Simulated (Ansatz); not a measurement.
# RPA@PBE/STO-3G run of SnF2 (SMILES [F][Sn][F])

What is the energy change on altering one bond length of SnF2 at RPA@PBE/STO-3G? 

The results are computed with Ansatz 0.2.0.

54 further runs of the same task are left out: 21 that didn't finish, 33 set aside as unsound or not needed.

## (1) Starting point

SnF2 has 3 atoms, charge 0, and is taken as a singlet. SMILES: `[F][Sn][F]`. Geometry: a GFN2-xTB relaxation, a rough one for these elements and not checked as a minimum.

Bond lengths: Sn1–F2 2.077 Å, Sn1–F3 2.076 Å. Angles: F2–Sn1–F3 102.6°.

## (2) The energy at RPA@PBE/STO-3G

The input, in.yaml:

```yaml
basis:
  gaussian: {orbitals: STO-3G}
crystal:
  periodic: [false, false, false]
  atoms:
    - {symbol: Sn, position_ang: [0.005290, -0.007560, -0.865150]}
    - {symbol: F, position_ang: [1.618310, -0.021230, 0.443060]}
    - {symbol: F, position_ang: [-1.623610, 0.028790, 0.422090]}
total_charge: 0
hamiltonian: {xc: {name: PBE}}
correlation: {method: rpa, frozen_orbitals: {F: 1, Sn: 18}}
accuracy: high
```

On the command line:

```bash
$ ansatz run in.yaml --threads 1 --pin off --max-ram 2610MiB --events-out events.jsonl --progress --plain --runs-dir runs
```

Standard output:

```text
Warning: RAYON_NUM_THREADS=1 ignored (pool sized by the plan → 1); use --threads N
Functional definition: PBE
  name "PBE"
  parameter kappa = 0.804
  parameter beta = 0.06672455060314922
  exchange = pbe_x(kappa = kappa, mu = beta*pi^2/3)
  correlation = pbe_c(beta = beta)
675 factors; integrals over basis functions are off by at most 4.9e-9 eV
mean field evaluation 1: about -167655.2914 eV, gradient 1.9e1 eV
mean field evaluation 2: about -167655.2379 eV, gradient 1.9e1 eV
mean field evaluation 4: about -167657.1981 eV, gradient 2.4e0 eV
mean field evaluation 8: about -167657.2274 eV, gradient 5.6e-2 eV
mean field evaluation 16: about -167657.2273 eV, gradient 4.3e-7 eV
mean field evaluation 32: about -167602.2623 eV, gradient 4.6e1 eV
mean field -167657.22733728 eV, -6161.2894624949 hartree, gradient 2.1e-8 eV, S^2 0.000000; 0 other end points of the search recorded, 0 dependent functions left out
20 core orbitals not correlated: weight in the atoms' cores, before any rotation towards them, 1.000 or more for the frozen orbitals, at most 0.000 for the correlated occupied ones
reference -167601.35435019 eV, -6159.2361680914 hartree; 14, 14 occupied and 3, 3 virtual orbitals, 675 factors
Total energy: -167608.06405312 eV, -6159.4827451258 hartree
```

Wall time 2.8 s (1 thread of Arm Neoverse V1, shared host); peak memory 0.12 GiB.

## (3) The distorted shape, same level

The input, in.yaml:

```yaml
crystal:
  periodic: [false, false, false]
  atoms:
    - {symbol: Sn, position_ang: [0.412549, -0.016648, -1.186987]}
    - {symbol: F, position_ang: [2.025569, -0.030318, 0.121223]}
    - {symbol: F, position_ang: [-1.623610, 0.028790, 0.422090]}
basis:
  gaussian: {orbitals: STO-3G}
hamiltonian: {xc: {name: PBE}}
correlation: {method: rpa, frozen_orbitals: {F: 1, Sn: 18}}
accuracy: high
```

On the command line:

```bash
$ ansatz run in.yaml --threads 1 --pin off --max-ram 2610MiB --events-out events.jsonl --progress --plain --runs-dir runs
```

Standard output, cut to the lines that bear on the results:

```text
Warning: RAYON_NUM_THREADS=1 ignored (pool sized by the plan → 1); use --threads N
[... 2 set-up lines as earlier in the session ...]
[...]
658 factors; integrals over basis functions are off by at most 5.5e-9 eV
[...]
mean field -167655.07726091 eV, -6161.2104486453 hartree, gradient 9.1e-9 eV, S^2 0.000000; 6 other end points of the search recorded, 0 dependent functions left out
20 core orbitals not correlated: weight in the atoms' cores, before any rotation towards them, 1.000 or more for the frozen orbitals, at most 0.000 for the correlated occupied ones
reference -167597.89935949 eV, -6159.1091995249 hartree; 14, 14 occupied and 3, 3 virtual orbitals, 658 factors
Total energy: -167606.21862009 eV, -6159.4149267130 hartree
```

It took 6.3 s on 1 thread of Arm Neoverse V1, shared host; peak memory 0.12 GiB.

## (4) Results

Level: RPA@PBE/STO-3G, 20 core orbitals frozen.

| quantity | value |
| --- | --- |
| first shape: total energy | -6159.48275 Eh |
| first shape: RPA correlation energy (valence) | -246.6 mEh |
| distorted shape: total energy | -6159.41493 Eh |
| distorted shape: RPA correlation energy (valence) | -305.7 mEh |
| energy change with the Sn1–F3 bond stretched from 2.076 to 2.596 Å | 1.845 eV |

With the Sn1–F3 bond stretched from 2.076 to 2.596 Å the energy rises by 1.85 eV (178 kJ/mol). The first shape isn't relaxed at this level, so the change isn't measured from a minimum. The minimal basis adds a large error of its own. Relativity is left out (first shape) although the molecule holds a heavy atom. Relativity is left out (distorted shape) although the molecule holds a heavy atom.
